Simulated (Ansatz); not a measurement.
KNi:

```xyz
4
Lattice="3.6605 3.6605 0.0000 -3.6605 3.6605 0.0000 0.0000 0.0000 3.4789" Properties=species:S:1:pos:R:3 pbc="T T T"
K     0.0000    0.0000    0.0000
K     0.0000    3.6605    0.0000
Ni    1.8302    1.8302    1.7394
Ni   -1.8302    1.8302    1.7394
```

The cell was built by a generator and needn't be a form met in nature.

The cell isn't the ideal one: another cell of the same crystal, with 4 atoms.

Base run:

```yaml
Program: Ansatz 0.2.0
Functional: PBEsol
Potentials_or_basis: Ansatz PAW
Cutoff: "420 eV (not typed: the program's choice for these potentials)"
k_mesh: 4 × 4 × 6
Occupations: fermi-dirac, width 0.05 eV
Spin: collinear spin, antiferromagnetic start
Starting_moments: "[0.0, 0.0, 1.0, -1.0] μB"
Hubbard_terms: Ni d U = 5 eV
```

Its results: band gap on the k mesh none (metal or under the smearing width); pressure 5.9 GPa; net moment 0.00 μB per cell; site moments K +0.00, -0.00; Ni +1.00, -1.00 μB.

Problem. The run is repeated on the same cell with these changes: spin from collinear spin, antiferromagnetic start to collinear spin, ferromagnetic start; moments at the start from [0.0, 0.0, 1.0, -1.0] to [0.0, 0.0, 1.0, 1.0]. What comes out?

Solution. Band gap on the k mesh none (metal or under the smearing width); pressure 5.9 GPa; net moment 2.04 μB per cell; site moments K -0.00; Ni +1.01 μB.

Caveats: the magnetic or orbital state may not be the lowest; the PAW data sets come from PBE, with cores solved anew for the run's functional, which leaves a small shift of forces and pressure; the U is typed as a test and isn't derived for this compound.
